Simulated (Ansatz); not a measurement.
# C3H9AlSi: the cost of one run

All numbers below are computed with Ansatz 0.2.0 (RKS PBE0-D4/def2-SVP).

## (1) The starting structure

Bond lengths: C1–Al2 1.923 Å, Al2–C3 1.982 Å, C3–C4 1.547 Å, Al2–Si5 2.335 Å, C4–Si5 1.896 Å, C1–H6 1.121 Å, C1–H7 1.152 Å, C1–H8 1.104 Å, C3–H9 1.167 Å, C3–H10 1.118 Å, C4–H11 1.173 Å, C4–H12 1.058 Å, Si5–H13 1.435 Å, Si5–H14 1.470 Å. Angles (14 of 27 angles, heavy atoms first): C1–Al2–C3 132.3°, C1–Al2–Si5 132.5°, C3–Al2–Si5 75.5°, Al2–C3–C4 102.8°, C3–C4–Si5 100.5°, Al2–Si5–C4 81.2°, Al2–C1–H6 113.5°, Al2–C1–H7 110.7°, Al2–C1–H8 111.7°, Al2–C3–H9 111.5°, Al2–C3–H10 114.0°, C4–C3–H9 107.8°, C4–C3–H10 114.1°, C3–C4–H11 106.1°.

Coordinates:

```xyz
14

C    -1.7574    1.9059   -0.3081
Al   -0.1168    0.9058   -0.2336
C     0.7323   -0.1580    1.2078
C     1.1954   -1.4339    0.4662
Si    0.5846   -1.0561   -1.2881
H    -2.2912    1.9649    0.6764
H    -1.5558    2.9967   -0.6182
H    -2.4473    1.5037   -1.0700
H     1.6817    0.3742    1.6291
H     0.0641   -0.3559    2.0817
H     0.5363   -2.3100    0.8827
H     2.2320   -1.6385    0.5230
H     1.6718   -0.8350   -2.1979
H    -0.5428   -1.8929   -1.7221
```

## (2) Relaxing end A

Input file input.yaml:

```yaml
crystal:
  periodic: [false, false, false]
  atoms:
    - { symbol: C, position_ang: [-1.7574, 1.9059, -0.3081] }
    - { symbol: Al, position_ang: [-0.1168, 0.9058, -0.2336] }
    - { symbol: C, position_ang: [0.7323, -0.158, 1.2078] }
    - { symbol: C, position_ang: [1.1954, -1.4339, 0.4662] }
    - { symbol: Si, position_ang: [0.5846, -1.0561, -1.2881] }
    - { symbol: H, position_ang: [-2.2912, 1.9649, 0.6764] }
    - { symbol: H, position_ang: [-1.5558, 2.9967, -0.6182] }
    - { symbol: H, position_ang: [-2.4473, 1.5037, -1.07] }
    - { symbol: H, position_ang: [1.6817, 0.3742, 1.6291] }
    - { symbol: H, position_ang: [0.0641, -0.3559, 2.0817] }
    - { symbol: H, position_ang: [0.5363, -2.31, 0.8827] }
    - { symbol: H, position_ang: [2.232, -1.6385, 0.523] }
    - { symbol: H, position_ang: [1.6718, -0.835, -2.1979] }
    - { symbol: H, position_ang: [-0.5428, -1.8929, -1.7221] }
basis:
  gaussian: { orbitals: def2-SVP }
hamiltonian:
  xc: pbe0
  dispersion: d4
relax:
  f_tol: 0.02
  max_steps: 50
```

Launch:

```
$ ansatz run input.yaml --threads 2 --pin off --max-ram 3072MiB --backend cpu --events-out ev --progress --plain --runs-dir out
```

**Question.** How long does this run take on 2 threads of Arm Neoverse V1, shared host, and how much memory does it need?

About 52 s, with a peak of 0.29 GiB.
